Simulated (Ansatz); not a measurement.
**CH₃ClF₂O₂W: up Jacob's ladder to CCSD(T)**

An exercise on one series of results from a longer session: the logs are not shown, and one member is left open.

The runs use Ansatz 0.2.0, Gaussian basis; functionals in def2-TZVPP, the program's frozen cores in correlated methods.

Levels to be run: LDA (SPW92), PBE-D4, revPBE-D4, BLYP-D4, r2SCAN-D4, B97M-V, PBE0-D4, B3LYP-D4, r2SCANh-D4, r2SCAN0-D4, HSE06-D4, BHLYP-D4, CAM-B3LYP-D4, LC-ωPBE, ωB97X-V, ωB97M-V, B2PLYP, PBE-QIDH; CCSD(T)/def2-SVP; MP2/def2-TZVPP; MP2/def2-QZVPP; RPA on PBE.

## The geometry

The geometry comes from an earlier relaxation with PBE0-D4 in a triple-zeta def2 set; it is a stationary point, not always the lowest conformer. W takes the def2 core potential; no spin-orbit term is included.

SMILES `C[O][W](=[O])([F])([F])[Cl]`, 10 atoms, charge 0, spin multiplicity 1.

Atoms are counted from 1 here; the program's logs count them from 0.

Bond lengths: C1–O2 1.404 Å, C1–H8 1.093 Å, C1–H9 1.091 Å, C1–H10 1.094 Å, O2–W3 1.844 Å, W3–O4 1.677 Å, W3–F5 1.877 Å, W3–F6 1.860 Å, W3–Cl7 2.295 Å. Angles: O2–C1–H8 110.0°, O2–C1–H9 108.5°, O2–C1–H10 109.3°, H8–C1–H9 109.5°, H8–C1–H10 109.7°, H9–C1–H10 109.8°, C1–O2–W3 141.0°, O2–W3–O4 105.6°, O2–W3–F5 84.5°, O2–W3–F6 89.6°, O2–W3–Cl7 148.2°, O4–W3–F5 104.3°, O4–W3–F6 103.8°, O4–W3–Cl7 106.0°, F5–W3–F6 151.8°, F5–W3–Cl7 84.2°, F6–W3–Cl7 86.6°.

Set-up of the first run:

File in.yaml:

```yaml
crystal:
  periodic: [false, false, false]
  atoms:
    - {symbol: C, position_ang: [0.320067, -1.740711, 0.014271]}
    - {symbol: O, position_ang: [-0.303584, -0.559366, 0.447446]}
    - {symbol: W, position_ang: [-0.353488, 1.248307, 0.088323]}
    - {symbol: O, position_ang: [-1.980323, 1.656409, 0.059775]}
    - {symbol: F, position_ang: [0.024354, 0.726768, -1.674242]}
    - {symbol: F, position_ang: [0.161567, 1.597816, 1.841410]}
    - {symbol: Cl, position_ang: [0.786311, 3.156812, -0.481055]}
    - {symbol: H, position_ang: [1.238705, -1.907440, 0.581607]}
    - {symbol: H, position_ang: [-0.364741, -2.574180, 0.176534]}
    - {symbol: H, position_ang: [0.554132, -1.655816, -1.051171]}
basis:
  gaussian: {orbitals: def2-TZVPP}
hamiltonian: {xc: lda}
output: {orbitals: {seedname: orbitals}}
```

The run is started by

```
ansatz run in.yaml --threads 4 --pin off --events-out ev --progress --plain --max-ram 11315MiB
```

Among the steps run: LDA; PBE-D4 (GGA); revPBE-D4 (GGA); BLYP-D4 (GGA); r2SCAN-D4 (meta-GGA); B97M-V (meta-GGA); B3LYP-D4 (hybrid); r2SCANh-D4 (hybrid); r2SCAN0-D4 (hybrid); HSE06-D4 (hybrid); BHLYP-D4 (hybrid); CAM-B3LYP-D4 (range-separated); LC-ωPBE (range-separated); ωB97X-V (range-separated); ωB97M-V (range-separated); B2PLYP (double hybrid); PBE-QIDH (double hybrid).

One of the session's tables, all rows but one given; the rest of the session is left out.

It belongs to the step «Frontier levels by functional». 

```
  functional  HOMO (eV)  LUMO (eV)  gap (eV)
 LDA (SPW92)      -8.11      -4.35      3.76
      PBE-D4      -7.92      -4.10      3.82
   revPBE-D4      -7.84      -4.01      3.84
     BLYP-D4          ?          ?         ?
   r2SCAN-D4      -8.32      -4.11      4.21
      B97M-V      -8.41      -4.10      4.32
     PBE0-D4      -9.44      -3.44      6.00
    B3LYP-D4      -9.14      -3.66      5.49
  r2SCANh-D4      -8.87      -3.85      5.03
  r2SCAN0-D4      -9.71      -3.43      6.27
    HSE06-D4      -9.03      -3.82      5.21
    BHLYP-D4     -10.81      -2.59      8.22
CAM-B3LYP-D4     -10.83      -2.37      8.45
     LC-ωPBE     -12.24      -1.18     11.06
     ωB97X-V     -11.86      -1.26     10.60
     ωB97M-V     -11.72      -1.29     10.43
```

Estimate the missing values for BLYP-D4.

Worked estimate for «HOMO (eV)». Against the share of exact exchange, B3LYP-D4 (0.2, -9.14), BHLYP-D4 (0.5, -10.81) give a slope of -5.57 per unit share; at 0 the line stands at -8.03.

The run gave: HOMO (eV): -7.76; LUMO (eV): -4.01; gap (eV): 3.76. In «HOMO (eV)» the line misses by -0.27.
